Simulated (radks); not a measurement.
# Polarisabilities and dispersion coefficients of Ca, Sc⁺, Ti²⁺ and others

The task here is to estimate one member of a computed series from the others.

Method: non-relativistic Kohn-Sham, LDA (Slater exchange, Perdew-Wang correlation), spin-polarised, spherical densities, point nucleus; open shells are filled with parallel spins first. Code: radks (a radial shooting solver on a logarithmic mesh, Libxc functionals) version 1.

## The system

* species: Ca ([Ar] 4s2), Sc⁺ ([Ar] 3d1 4s1), Ti²⁺ ([Ar] 3d2), V³⁺ ([Ar] 3d2), Cr⁴⁺ ([Ar] 3d2), Mn⁵⁺ ([Ar] 3d2), Fe⁶⁺ ([Ar] 3d2), Co⁷⁺ ([Ar] 3d2), Ni⁸⁺ ([Ar] 3d2)

The first run:

Settings of this run:

```text
Z 20
configuration [Ar] 4s2
relativity non-relativistic
functional lda,pw
spin polarised
nucleus point
response adiabatic LDA kernel
```

Among the steps run: Ca, [Ar] 4s2; Sc⁺, [Ar] 3d1 4s1; Ti²⁺, [Ar] 3d2; V³⁺, [Ar] 3d2; Cr⁴⁺, [Ar] 3d2; Mn⁵⁺, [Ar] 3d2; Fe⁶⁺, [Ar] 3d2; Co⁷⁺, [Ar] 3d2; Ni⁸⁺, [Ar] 3d2.

One of the session's tables, all rows but one given; the rest of the session is left out.

```
species  −ε(HOMO) (eV)  α (bohr³)  α uncoupled (bohr³)  C6 (hartree bohr⁶)
     Ca          3.850      148.6                277.5                1991
    Sc⁺         10.339      53.89                72.17               353.2
   Ti²⁺         20.725      5.152                6.453               15.46
    V³⁺         38.278      2.280                3.073               5.864
   Cr⁴⁺         59.580      1.367                1.909               2.953
   Mn⁵⁺              ?          ?                    ?                   ?
   Fe⁶⁺         112.44     0.6767               0.9728               1.050
   Co⁷⁺         143.79     0.5138               0.7433              0.6868
   Ni⁸⁺         178.32     0.4019               0.5837              0.4675
```

**Question.** Estimate the row for Mn⁵⁺.

As computed: −ε(HOMO) (eV): 84.348; α (bohr³): 0.9301; α uncoupled (bohr³): 1.323; C6 (hartree bohr⁶): 1.694. In the column «−ε(HOMO) (eV)» it lies between Cr⁴⁺ (59.580) and Fe⁶⁺ (112.44).

What this shows: Uncoupled leaves out the potential induced by the response; Ca is the most polarisable and Ni⁸⁺ the least, a factor 370 apart. C8 is given only where no p, d or f shell is open. For heavy and open-shell atoms this level can miss by tens of per cent.
